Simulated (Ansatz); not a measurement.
**Nb5Te4, relaxed**

Wanted: the geometry at rest of Nb5Te4 (a structure type of another compound, with these elements put in), relaxing cell and atoms, and its electronic structure there.

Method: DFT, r2SCAN, no spin polarisation, plane waves, PAW, in Ansatz 0.2.0.

## 1. Geometry

The structure is tetragonal, space group I4/m (No. 87). The conventional cell has a = 10.396 Å, b = 10.396 Å, c = 3.858 Å, α = 90.00°, β = 90.00°, γ = 90.00°. Te (site symmetry m) is surrounded by 6 Nb at 2.84 to 2.97 Å. Nb (site symmetry 4/m) has 4 Te at 2.97 Å and 8 Nb at 3.02 Å as nearest neighbours. Nb (site symmetry m) is surrounded by 5 Te at 2.84 to 2.89 Å and 2 Nb at 3.02 Å.

The coordinates stand in the input below.

The first density is read from a saved solution for the starting cell.

## 2. Relaxing

File input.yaml:

```yaml
crystal:
  lattice:
    - [0.0, 0.0, 3.857993]
    - [5.197858, -5.197858, 1.928997]
    - [5.197858, 5.197858, -1.928997]
  atoms:
    - { symbol: Te, position: [0.2797, 0.7792, 0.3386] }
    - { symbol: Te, position: [0.0589, 0.6614, 0.7792] }
    - { symbol: Te, position: [0.7203, 0.2208, 0.6614] }
    - { symbol: Te, position: [0.9411, 0.3386, 0.2208] }
    - { symbol: Nb, position: [0.0, 0.0, 0.0] }
    - { symbol: Nb, position: [0.3752, 0.9392, 0.6896] }
    - { symbol: Nb, position: [0.3144, 0.3104, 0.9392] }
    - { symbol: Nb, position: [0.6248, 0.0608, 0.3104] }
    - { symbol: Nb, position: [0.6856, 0.6896, 0.0608] }
  symmetry: { tolerance: 0.0003 }
kpoints:
  mp_grid: { grid: [5, 5, 5], shift: [0, 0, 0] }
magnetization:
  spin_polarized: false
scf:
  occupations: { method: fermi_dirac, width: 0.0444 }
  lower_state_search: "off"
hamiltonian:
  pseudopotentials: { kind: paw }
  xc: r2scan
basis:
  ecutwfc: 500
  fft_grid_basis: typed
relax:
  max_steps: 40
  cell: { p_target: 0.0 }
output:
  forces: true
  stress: true
  eigenvalues: true
  bader: true
  populations: true
  elf: true
  write_potential: true
  volumetric_format: npy
  dos:
    e_range: [-12, 8]
    de: 0.05
    projected: { site_lists: { Nb: [Nb], Te: [Te] } }
  write_density: true
checkpoint:
  read: saved_state
```

Launch:

```console
ansatz run input.yaml --threads 2 --pin off --max-ram 3584MiB --backend cpu --events-out ev --progress --plain --runs-dir out
```

**Question.** What will these runs give? Wanted: moves; energy gained; largest move; cell; volume; pressure at the end; character; Bader charges.

The runs gave:

| quantity | value |
| --- | --- |
| moves | 3 |
| energy gained | 30.7 meV/atom |
| largest move | 0.09 Å (Nb) |
| space group (0.01 Å), before / after | I4/m / I4/m |
| cell | a = 3.730 Å, b = 7.567 Å, c = 7.567 Å, α = 93.48°, β = 104.27°, γ = 75.73° |
| volume | 22.29 Å³/atom (-3.8 %) |
| pressure at the end | -0.01 GPa |
| formation energy (elements from separate runs) | -0.45 eV/atom |
| character | metal |
| density of states, mean within 0.25 eV of the Fermi level | 5 per eV per cell |
| Bader charges | Te -0.91, Nb +0.49 to +0.79 e |

**Reading.** The volume shrank by 3.8 %, and the largest move of an atom is 0.09 Å apart from the change of the cell; the energy fell by 30.7 meV per atom. With 8 symmetry operations imposed, the end may be a saddle point towards distortions that break them. It is a metal; within 0.25 eV of the Fermi level the density of states averages 5 per eV per cell, mostly Nb d (83 %). Nb loses most charge (+0.73 e on average) and Te gains most (-0.91 e). Against the elements' reference phases (Te trigonal tellurium, Nb bcc; separate runs with the same functional) the formation energy is -0.45 eV per atom, a bound cell by that test.

Keep in mind: the k mesh is coarse for a cell without a gap.
